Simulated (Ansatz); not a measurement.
The system is AlSn.

```xyz
2
Lattice="4.1981 0.0000 0.0000 -2.0991 3.6357 0.0000 0.0000 0.0000 3.3068" Properties=species:S:1:pos:R:3 pbc="T T T"
Sn    0.0000    2.4238    1.6534
Al    0.0000    0.0000    0.0000
```

The cell comes from a database or a generator and needn't be the stable form of this composition.

Program: Ansatz 0.2.0. Alike in all runs: task band structure; potentials or basis Ansatz PAW; cell as given; cutoff (eV) 420; smearing fermi-dirac 0.05 eV.

Order these runs on this cell by their pressure, lowest first.
A. level RPBE; spin off; k mesh 7 × 7 × 8
B. level PBEsol; spin SOC, no magnetisation; k mesh 5 × 5 × 6
C. level BLYP; spin off; k mesh 7 × 7 × 8

B (-2.1 GPa), A (1.5 GPa), C (3.7 GPa).

Caveats: the PAW data sets come from PBE, with cores solved anew for the run's functional, which leaves a small shift of forces and pressure.

Runs at the PBE level aren't shown here.
